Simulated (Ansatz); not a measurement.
# SiAsH₅O: small, medium and large basis sets

Aim: see how fast density functionals converge with the basis set for SiAsH₅O.

The runs use Ansatz 0.2.0, Gaussian basis; one geometry, several basis sets.

Plan: PBE0-D4/def2-SVP; ωB97M-V/def2-SVP; PBE0-D4/def2-QZVPP; ωB97M-V/def2-QZVPP; the functionals' def2-TZVPP values are taken from earlier runs.

### Step 1. Structure used throughout

All runs share one geometry, relaxed beforehand with PBE0-D4/def2-TZVP.

SMILES `[SiH3]O[AsH2]`, 8 atoms, charge 0, spin multiplicity 1.

Atoms are counted from 1 here; the program's logs count them from 0.

Bond lengths: Si1–O2 1.644 Å, Si1–H4 1.489 Å, Si1–H5 1.489 Å, Si1–H6 1.482 Å, O2–As3 1.797 Å, As3–H7 1.528 Å, As3–H8 1.528 Å. Angles: O2–Si1–H4 111.2°, O2–Si1–H5 111.2°, O2–Si1–H6 106.8°, H4–Si1–H5 108.1°, H4–Si1–H6 109.8°, H5–Si1–H6 109.7°, Si1–O2–As3 125.7°, O2–As3–H7 95.6°, O2–As3–H8 95.5°, H7–As3–H8 91.2°.

### Step 2. PBE0-D4 in def2-SVP

in.yaml

```yaml
crystal:
  periodic: [false, false, false]
  atoms:
    - {symbol: Si, position_ang: [-0.635114, 1.096008, -0.375990]}
    - {symbol: O, position_ang: [-0.020916, -0.118964, 0.545659]}
    - {symbol: As, position_ang: [0.970984, -1.492123, -0.054477]}
    - {symbol: H, position_ang: [-1.525239, 0.562995, -1.443780]}
    - {symbol: H, position_ang: [0.450837, 1.879548, -1.026522]}
    - {symbol: H, position_ang: [-1.410850, 1.973663, 0.532512]}
    - {symbol: H, position_ang: [2.038908, -1.390600, 1.033953]}
    - {symbol: H, position_ang: [0.223591, -2.567625, 0.732746]}
basis:
  gaussian: {orbitals: def2-SVP}
hamiltonian: {xc: pbe0, dispersion: d4}
output: {orbitals: {seedname: orbitals}}
```

The run is started by

```sh
> ansatz run in.yaml --threads 2 --pin off --events-out ev --progress --plain --max-ram 4352MiB
```

Further steps of the session: ωB97M-V in def2-SVP; PBE0-D4 in def2-QZVPP; ωB97M-V in def2-QZVPP.

Before running them: what should the planned runs give, taken together? Wanted: PBE0-D4: double and triple zeta above quadruple; ωB97M-V: double and triple zeta above quadruple.

The runs gave:

```
                                       quantity           value
PBE0-D4: double and triple zeta above quadruple  14.83, 1.74 eV
ωB97M-V: double and triple zeta above quadruple  14.84, 1.67 eV
```

**Reading.** For PBE0-D4 the step from double to triple zeta gains 13.09 eV and the next only 1.74 eV. These are total energies; as a rule much of such shifts cancels in differences, which this series doesn't test. The LUMO of ωB97M-V is positive and keeps falling with the basis (1.46 to 0.76 eV): an unbound level that the basis holds in place.
